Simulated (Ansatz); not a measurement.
# Hf3N2: the cost of one run

Computed with Ansatz 0.2.0 (DFT LDA, scalar-relativistic, plane waves, PAW, unless a step's input says otherwise).

2 further runs of the same task are left out: 2 set aside as unsound or not needed.

## (1) Starting point

The structure is trigonal, space group R-3m (No. 166). Conventional cell: a = 3.168 Å, b = 3.168 Å, c = 22.935 Å, α = 90.00°, β = 90.00°, γ = 120.00°. Around Hf (site symmetry 3m) lie 3 N at 2.24 Å. Around Hf (site symmetry -3m) lie 6 N at 2.23 Å. N (site symmetry 3m) is surrounded by 6 Hf at 2.23 to 2.24 Å.

Coordinates:

```
Hf N
1.0
     1.58421    0.91464    7.64485
    -1.58421    0.91464    7.64485
     0.00000   -1.82928    7.64485
Hf N
3 2
Direct
  0.77868 0.77868 0.77868
  0.22132 0.22132 0.22132
  0.00000 0.00000 0.00000
  0.61086 0.61086 0.61086
  0.38914 0.38914 0.38914
```

It goes back to an entry of the Materials Project, which need not be the stable form.

This cell was relaxed beforehand with the same method: volume 13.29 Å³/atom, gap on the mesh none (metal).

## (2) Optical spectrum

input.yaml reads:

```yaml
crystal:
  lattice:
    - [1.5842071534, 0.9146424265, 7.6448489987]
    - [-1.5842071534, 0.9146424265, 7.6448489987]
    - [0.0, -1.829284853, 7.6448489987]
  atoms:
    - { symbol: Hf, position: [0.778676977, 0.778676977, 0.778676977] }
    - { symbol: Hf, position: [0.221323023, 0.221323023, 0.221323023] }
    - { symbol: Hf, position: [0.0, 0.0, 0.0] }
    - { symbol: "N", position: [0.6108632738, 0.6108632738, 0.6108632738] }
    - { symbol: "N", position: [0.3891367262, 0.3891367262, 0.3891367262] }
basis:
  ecutwfc: 420
kpoints:
  mp_grid: { grid: [12, 12, 12] }
hamiltonian:
  xc: lda
scf:
  occupations: { method: fermi_dirac, width: 0.15 }
  n_extra_bands: 20
output:
  eigenvalues: true
  optics: { e_range: [0, 14], sigma: 0.1, nscf_kmesh: { grid: [24, 24, 24] } }
checkpoint:
  read: start.run
  write: ck
  compress: false
  write_wavefunctions: false
  write_every: 100000
```

Run with:

```console
$ ansatz run input.yaml --threads 2 --pin off --max-ram 6144MiB --backend cpu --events-out ev --progress --plain --runs-dir out
```

**Question.** How long does this run take on 2 threads of Intel Xeon at 2.70GHz, shared host, and how much memory does it need?

About 31 min, with a peak of 4 GiB.
